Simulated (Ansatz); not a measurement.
Mg3Te:

```
CELL_PARAMETERS angstrom
-2.13936 2.13936 5.28249
2.13936 -2.13936 5.28249
2.13936 2.13936 -5.28249
ATOMIC_POSITIONS crystal
Te 0.00000 0.00000 0.00000
Mg 0.25000 0.75000 0.50000
Mg 0.75000 0.25000 0.50000
Mg 0.50000 0.50000 0.00000
```

The cell comes from a database or a generator and needn't be the stable form of this composition.

| Quantity | Value |
| --- | --- |
| Program | Ansatz 0.2.0 |
| Task | single point |
| Functional | PBEsol |
| Potentials or basis | Ansatz PAW |
| Cutoff | 420 eV (not typed: the program's choice for these potentials) |
| k mesh | 9 × 9 × 9 |
| Occupations | fermi-dirac, width 0.05 eV |
| Spin | no spin polarisation |

On this cell: pressure -1.0 GPa; largest force under 0.003 eV/Å; band gap on the k mesh none (metal or under the smearing width).

The same run follows on a disturbed copy (atoms moved at random, drawn with an rms of 0.05 Å):

```xyz
4
Lattice="-2.1394 2.1394 5.2825 2.1394 -2.1394 5.2825 2.1394 2.1394 -5.2825" Properties=species:S:1:pos:R:3 pbc="T T T"
Te   -0.0061    0.0156    0.0051
Mg    2.1671   -0.0147    2.6670
Mg   -0.0189    2.1515    2.6494
Mg    0.0585   -0.0419    5.2926
```

What does the disturbed cell give?

The energy (extrapolated to zero smearing) moves by +3.0 meV/atom; pressure -1.0 GPa; largest force 0.203 eV/Å; band gap on the k mesh none (metal or under the smearing width).

Forces on the atoms (eV/Å):
```
Te   0.124 -0.110  0.010
Mg  -0.099  0.055 -0.018
Mg   0.128 -0.077 -0.006
Mg  -0.153  0.132  0.014
```

Stress tensor (GPa, compression positive):
```
-0.86 -0.11 -0.06
-0.11 -0.92 -0.03
-0.06 -0.03 -1.11
```

Caveats: the PAW data sets come from PBE, with cores solved anew for the run's functional, which leaves a small shift of forces and pressure.
